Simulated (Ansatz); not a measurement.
# Te5Mo: the cost of one run

Computed with Ansatz 0.2.0 (DFT PBE, scalar-relativistic, plane waves, PAW, unless a step's input says otherwise).

### 1 The system as given

Symmetry: F-43m, No. 216, cubic system. Conventional cell: a = 8.956 Å, b = 8.956 Å, c = 8.956 Å, α = 90.00°, β = 90.00°, γ = 90.00°. Te (site symmetry -43m) has 12 Te at 3.71 Å and 4 Mo at 3.88 Å as nearest neighbours. Te (site symmetry 3m) has 9 Te at 3.14 to 3.71 Å and 3 Mo at 3.72 Å as nearest neighbours. Around Mo (site symmetry -43m) lie 16 Te at 3.72 to 3.88 Å.

As a file:

```cif
data_structure
_symmetry_space_group_name_H-M 'P 1'
_symmetry_Int_Tables_number 1
_cell_length_a 6.3331
_cell_length_b 6.3331
_cell_length_c 6.3331
_cell_angle_alpha 60.000
_cell_angle_beta 60.000
_cell_angle_gamma 60.000
_cell_volume 179.61
loop_
_atom_site_label
_atom_site_type_symbol
_atom_site_fract_x
_atom_site_fract_y
_atom_site_fract_z
_atom_site_occupancy
Te1 Te 0.25000 0.25000 0.25000 1
Te2 Te 0.12776 0.62408 0.62408 1
Te3 Te 0.62408 0.62408 0.62408 1
Te4 Te 0.62408 0.62408 0.12776 1
Te5 Te 0.62408 0.12776 0.62408 1
Mo1 Mo 0.00000 0.00000 0.00000 1
```

A structure generator made this guess: species swapped into a database cell of TmCu5 (F-43m, No. 216), with Mo on the Tm sites and Te on the Cu sites. Lengths come from tabulated atomic sizes and are only a guess.

### 2 A first look at the guess

Input file input.yaml:

```yaml
crystal:
  lattice:
    - [0.0, 4.4781429, 4.4781429]
    - [4.4781429, 0.0, 4.4781429]
    - [4.4781429, 4.4781429, 0.0]
  atoms:
    - { symbol: Te, position: [0.25, 0.25, 0.25] }
    - { symbol: Te, position: [0.1277616, 0.62407947, 0.62407947] }
    - { symbol: Te, position: [0.62407947, 0.62407947, 0.62407947] }
    - { symbol: Te, position: [0.62407947, 0.62407947, 0.1277616] }
    - { symbol: Te, position: [0.62407947, 0.1277616, 0.62407947] }
    - { symbol: Mo, position: [0.0, 0.0, 0.0] }
basis:
  ecutwfc: 420
kpoints:
  mp_grid: { grid: [4, 4, 4] }
hamiltonian:
  xc: pbe
scf:
  occupations: { method: gaussian, width: 0.1 }
  lower_state_search: "off"
output:
  forces: true
  stress: true
  eigenvalues: true
```

Command:

```sh
> ansatz run input.yaml --threads 1 --pin off --max-ram 2560MiB --backend cpu --events-out ev --progress --plain --runs-dir out
```

What time and memory should one allow on 1 thread of Arm Neoverse V1, shared host?

About 6.1 s, with a peak of 0.4 GiB.
